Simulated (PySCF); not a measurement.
**TlO: bond curves at several levels of theory**

Aim: find the lowest electronic state of TlO, scan its bond at several levels of theory, and get bond length, wavenumber and dissociation energy from each curve.

Computed with PySCF 2.14.0. Level: Tl x2c-TZVPPall, O x2c-TZVPPall, spin-free X2C with a Gaussian nucleus.

## Step 1: Set-up

The job is set up so:

| Property | Result |
| --- | --- |
| atoms | Tl, O |
| charge | 0 |
| basis | Tl x2c-TZVPPall, O x2c-TZVPPall |
| Hamiltonian | spin-free X2C with a Gaussian nucleus |
| basis functions | 114 |
| electrons treated | 89 |
| masses in u | 204.9744, 15.9949 |
| levels | PBE0, PBE, r²SCAN, BLYP, PBEsol, M06, PW91, ωB97M-V, HF, MP2, SCS-MP2, CCSD, CCSD(T) |
| grid | 80 radial by 434 angular points |
| occupations | held fixed by the projection of orbital angular momentum |
| dissociation limit | Tl + O, each in its ground configuration |
| starting distance in angstrom | 2.030 |
| values of 2S to try | 1, 3 |

Run with:

```
OMP_NUM_THREADS=2 python dia.py task.json out
```

The runs that follow: First curve: PBE0; Excited determinants; PBE (GGA); r²SCAN (meta-GGA); BLYP; PBEsol; M06 (hybrid meta-GGA); PW91; ωB97M-V (range-separated hybrid); UHF (mean field); Correlated methods on the Hartree–Fock reference.

What does the calculation give? Wanted: for each run, Re; ωe; De; μ.

As calculated:

Lowest PBE0 solution found, without spin–orbit coupling: doublet, unpaired electrons π ↑. State 2 has its PBE0 minimum 0.13 eV higher. The other levels ran on the lowest alone.

```csv
level,Re (Å),ωe (cm⁻¹),De (eV),μ (D)
UHF,2.170,469,1.31,-3.97
UHF-MP2,2.177,465,3.06,n/a
UHF-SCS-MP2,2.188,458,3.02,n/a
UHF-CCSD,2.179,463,2.82,n/a
UHF-CCSD(T),2.184,458,2.98,n/a
PBE,2.204,435,3.60,-3.45
PBEsol,2.177,452,3.77,-3.28
PW91,2.202,437,3.63,-3.46
BLYP,2.228,421,3.53,-3.61
r²SCAN,2.174,461,3.42,-3.43
PBE0,2.177,458,3.18,-3.62
M06,2.199,444,3.37,-3.85
ωB97M-V,2.170,467,3.25,-3.69
```

De is counted to Tl + O in their ground configurations. A positive dipole means Tl(−)O(+).

Differences from CCSD(T) in the same basis:

```
      level  Re (mÅ)  ωe (%)
        UHF      -14    +2.2
    UHF-MP2       -7    +1.5
UHF-SCS-MP2       +4     0.0
   UHF-CCSD       -5    +1.0
        PBE      +20    -5.1
     PBEsol       -6    -1.4
       PW91      +18    -4.7
       BLYP      +44    -8.2
     r²SCAN      -10    +0.6
       PBE0       -7     0.0
        M06      +16    -3.1
    ωB97M-V      -14    +1.9
```

Judged by CCSD(T) in the same basis: best bond length UHF-SCS-MP2 (+4 mÅ), worst BLYP (+44 mÅ); best wavenumber UHF-SCS-MP2 and PBE0 (0.0 %), worst BLYP (-8.2 %). Hartree–Fock falls on the short and stiff side, its usual fault. PBE has the long and soft bond that GGAs tend to give. Of the levels with a De here, UHF gives the least (1.31 eV) and PBEsol the most (3.77 eV).

Correlated steps freeze 35 core orbitals. These are scalar-relativistic numbers at best; spin–orbit coupling would shift them, the dissociation energy most. With spin–orbit coupling the term label itself may not hold.
